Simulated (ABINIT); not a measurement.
Here is an ABINIT 10.8.3 (patched build) calculation.

Contents of run.abi:

```
# Pseudopotentials
pp_dirpath "./"
pseudos "Pd.GGA_PBE-JTH.xml, B.GGA_PBE-JTH.xml"

# Structure
structure "poscar:POSCAR"
natom 5
chkprim 0
chksymtnons 0
tolsym 1.0e-6

# Plane-wave basis
ecut 22.0
pawecutdg 44.0
pawxcdev 0
pawovlp 30

# k points
kptopt 1
ngkpt 9 6 5
nshiftk 1
shiftk 0.0 0.0 0.0

# Exchange and correlation
ixc 11

# Bands and occupations
nband 45
occopt 3
tsmear 0.00183747

# SCF cycle
nstep 100
tolvrs 1.0e-9

# Output
iomode 3
prtwf 0
prteig 0
prtebands 0
enunit 2
prtden 1
prtvha 1
prtvclmb 1
prtpot 1
```

File POSCAR:

```
BPd4
1.0
    2.8920299704      0.0000000000      0.0000000000
    0.0000000000      4.3650077954      0.0000000000
    0.0000000000      0.0000000000      5.8563150000
Pd B
4 1
Direct
    0.5000000000      0.0000000000      0.1975780000  Pd
    0.0000000000      0.0000000000      0.6194700000  Pd
    0.0000000000      0.5000000000      0.3291640000  Pd
    0.5000000000      0.5000000000      0.8675610000  Pd
    0.5000000000      0.0000000000      0.8632270000  B
```

Potentials or basis: JTH PAW PBE v2.0.

Launch:

```console
$ abinit run.abi > log 2>&1
```

**Question.** Estimate the largest force.

**Answer.** 0.241 eV/Å.

**Question.** Predict the pressure.

**Answer.** -1.3 GPa.

Stress tensor (GPa, compression positive):
```
-1.57  0.00  0.00
 0.00 -0.86  0.00
 0.00  0.00 -1.57
```

Caveat: the atomic spheres overlap.
